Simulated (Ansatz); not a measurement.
# AlAsH6: how energies converge with the basis set

Aim: see how fast density functionals converge with the basis set for AlAsH6.

The runs use Ansatz 0.2.0, Gaussian basis; one geometry, several basis sets.

The runs, in order: PBE0-D4/def2-SVP; ωB97M-V/def2-SVP; PBE0-D4/def2-QZVPP; ωB97M-V/def2-QZVPP; the functionals' def2-TZVPP values are taken from earlier runs.

## 1. Structure used throughout

All runs share one geometry, relaxed beforehand with PBE0-D4 in a triple-zeta def2 set.

SMILES `[AlH3-][AsH3+]`, 8 atoms, charge 0, spin multiplicity 1.

Atoms are counted from 1 here; the program's logs count them from 0.

Bond lengths: Al1–As2 2.650 Å, Al1–H3 1.596 Å, Al1–H4 1.596 Å, Al1–H5 1.596 Å, As2–H6 1.508 Å, As2–H7 1.508 Å, As2–H8 1.508 Å. Angles: As2–Al1–H3 96.5°, As2–Al1–H4 96.4°, As2–Al1–H5 96.4°, H3–Al1–H4 118.8°, H3–Al1–H5 118.8°, H4–Al1–H5 118.8°, Al1–As2–H6 120.0°, Al1–As2–H7 120.1°, Al1–As2–H8 120.0°, H6–As2–H7 97.1°, H6–As2–H8 97.1°, H7–As2–H8 97.1°.

Coordinates:

```
Al   -0.5351    0.1915   -1.4343
As    0.4052   -0.1506    1.0196
H     0.2056   -1.0623   -2.0867
H    -2.0789    0.0587   -1.0529
H     0.0781    1.6476   -1.6579
H     1.2096    0.9416    1.6778
H     1.3531   -1.2853    1.3150
H    -0.5454   -0.3982    2.1635
```

## 2. PBE0-D4 in def2-SVP

The input, in.yaml:

```yaml
crystal:
  periodic: [false, false, false]
  atoms:
    - {symbol: Al, position_ang: [-0.535084, 0.191480, -1.434298]}
    - {symbol: As, position_ang: [0.405154, -0.150610, 1.019621]}
    - {symbol: H, position_ang: [0.205578, -1.062345, -2.086652]}
    - {symbol: H, position_ang: [-2.078854, 0.058678, -1.052870]}
    - {symbol: H, position_ang: [0.078112, 1.647620, -1.657882]}
    - {symbol: H, position_ang: [1.209587, 0.941585, 1.677832]}
    - {symbol: H, position_ang: [1.353117, -1.285252, 1.314977]}
    - {symbol: H, position_ang: [-0.545412, -0.398156, 2.163471]}
basis:
  gaussian: {orbitals: def2-SVP}
hamiltonian: {xc: pbe0, dispersion: d4}
output: {orbitals: {seedname: orbitals}}
```

Further steps of the session: ωB97M-V in def2-SVP; PBE0-D4 in def2-QZVPP; ωB97M-V in def2-QZVPP.

**Question.** What will the summary of the whole plan be? Wanted: PBE0-D4: double and triple zeta above quadruple; ωB97M-V: double and triple zeta above quadruple.

**Answer**, as computed:

| quantity | value |
| --- | --- |
| PBE0-D4: double and triple zeta above quadruple | 11.46, 1.53 eV |
| ωB97M-V: double and triple zeta above quadruple | 11.48, 1.50 eV |

**Reading.** For PBE0-D4 the step from double to triple zeta gains 9.93 eV and the next only 1.53 eV. These are total energies; as a rule much of such shifts cancels in differences, which this series doesn't test. The LUMO of ωB97M-V is positive and keeps falling with the basis (1.63 to 0.69 eV): an unbound level that the basis holds in place.
